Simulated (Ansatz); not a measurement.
ZnRe2:

```
Zn Re
1.0
     0.00000    2.89556    2.89556
     2.89556    0.00000    2.89556
     2.89556    2.89556    0.00000
Zn Re
1 2
Cartesian
  0.0000 0.0000 0.0000
  4.3433 4.3433 4.3433
  1.4478 1.4478 1.4478
```

The cell was built by a generator and needn't be a form met in nature.

Base run:

```yaml
Program: Ansatz 0.2.0
Functional: PBEsol
Potentials_or_basis: Ansatz PAW
Cutoff: 420 eV
Density_cutoff: 1680 eV
k_mesh: 8 × 8 × 8
Occupations: fermi-dirac, width 0.05 eV
Spin: no spin polarisation
```

Its results: band gap on the k mesh none (metal or under the smearing width); pressure -7.6 GPa.

Problem. The run is repeated on the same cell with these changes: functional from PBEsol to r2SCAN; cutoff from 420 eV to 500 eV; density cutoff from 1680 eV to 2000 eV. What comes out?

Solution. Band gap on the k mesh none (metal or under the smearing width); pressure -5.1 GPa.

Caveats: the PAW data sets come from PBE, with cores solved anew for the run's functional, which leaves a small shift of forces and pressure.

Not every run made on this cell is shown here.
